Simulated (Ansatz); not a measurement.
# MoH+ (septet): the correlation ladder, def2-TZVPP

The task here is to estimate one member of a computed series from the others.

Computed with Ansatz 0.2.0, Gaussian basis. Level: def2-TZVPP, core rule «outside noble gas», up to 4 orbitals frozen.

Plan: UHF; ROHF; CCSD(T) on UHF.

## What is computed

The geometry is a PBE0/def2-TZVP stationary point (not a proven minimum) of the parent state, kept for this charge and spin. No spin-orbit coupling is included. Elements past krypton take def2 core potentials.

2 atoms, charge 1, spin multiplicity 7.

Atoms are counted from 1 here; the program's logs count them from 0.

Bond lengths: Mo1–H2 1.666 Å.

Set-up of the first run:

Input file in.yaml:

```yaml
crystal:
  periodic: [false, false, false]
  atoms:
    - {symbol: Mo, position_ang: [0.000000, 0.000000, 0.000000]}
    - {symbol: H, position_ang: [0.000000, 0.000000, 1.666200]}
basis:
  gaussian: {orbitals: def2-TZVPP}
total_charge: 1
magnetization: {spin_polarized: true, initial_magnetization: 6}
hamiltonian: {xc: hf}
output: {orbitals: {seedname: orbitals}}
```

Launch:

```bash
ansatz run in.yaml --threads 1 --pin off --events-out ev --progress --plain --max-ram 4096MiB --backend cpu
```

Among the steps run: UHF; ROHF; CCSD(T) on UHF.

One of the session's tables, all rows but one given; the rest of the session is left out.

```
  method  from UCCSD(T) (meV)
    ROHF                    ?
     UHF              +2091.8
    UMP2               +265.3
   UCCSD                +39.4
UCCSD(T)                    0
```

**Question.** Estimate the row for ROHF.

**Answer.** from UCCSD(T) (meV): +2156.4. In the column «from UCCSD(T) (meV)» it is the highest.
